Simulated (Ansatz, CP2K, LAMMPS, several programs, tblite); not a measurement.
Energy against volume for Si built on the diamond prototype, at fixed shape and fractional coordinates, computed by several methods (PBE and r2SCAN, where shown, with plane waves in Ansatz); the cell shown is that of r2SCAN. Space group Fd-3m (No. 227), cubic; a = 5.444 Å in the conventional setting, 20.17 Å³ an atom. Si has 4 Si at 2.36 Å. Calculated for a static, non-magnetic cell. Energies count from each curve's lowest point; fits are third-order Birch-Murnaghan.

```xyz
2
Lattice="0.0000 2.7221 2.7221 2.7221 0.0000 2.7221 2.7221 2.7221 0.0000" Properties=species:S:1:pos:R:3 pbc="T T T"
Si    0.0000    0.0000    0.0000
Si    1.3611    1.3611    1.3611
```

light PBE (260 eV and a coarse mesh), on the shape of the cell shown:
```csv
V (Å³/atom),E (meV/atom)
18.557,70.08
19.364,24.31
20.171,1.38
20.978,0.00
21.784,16.05
22.591,43.71
```
The points scatter about the fit by more than 0.3 meV an atom, since at so low a cutoff the number of plane waves jumps with the volume, so no fit is quoted.

Question: Si.tersoff (LAMMPS), on the shape of its own relaxed cell, gives
```
V (Å³/atom)  E (meV/atom)
     18.825         24.67
     19.426          5.82
     20.026          0.00
     20.627          5.20
     21.228         19.73
```
What equilibrium volume and bulk modulus follow?

Answer: V₀ = 20.03 Å³ an atom and B₀ = 98 GPa.

GFN2-xTB (tblite), on the shape of the cell shown, as a cluster of 64 atoms at the zone centre:

| V (Å³/atom) | E (meV/atom) |
| --- | --- |
| 17.750 | 77.23 |
| 18.960 | 2.70 |
| 20.171 | 0.00 |
| 21.381 | 43.37 |
| 22.591 | 114.86 |

V₀ = 19.60 Å³ an atom and B₀ = 120 GPa.

Question: PBE/SZV (CP2K), on the shape of the cell shown, gives

| V (Å³/atom) | E (meV/atom) |
| --- | --- |
| 17.750 | 226.06 |
| 18.960 | 88.61 |
| 20.171 | 19.04 |
| 21.381 | 0.00 |
| 22.591 | 18.55 |

What equilibrium volume and bulk modulus follow?

Answer: V₀ = 21.33 Å³ an atom and B₀ = 88 GPa.

Si.edip (LAMMPS), on the shape of its own relaxed cell:
```tsv
V (Å³/atom)	E (meV/atom)
18.817	23.21
19.418	5.72
20.018	0.00
20.619	5.58
21.219	22.06
```
The fit gives a pressure derivative B′ of 0.3, outside the usual 2 to 7: a trait of the method or a rough curve, so no modulus is quoted.
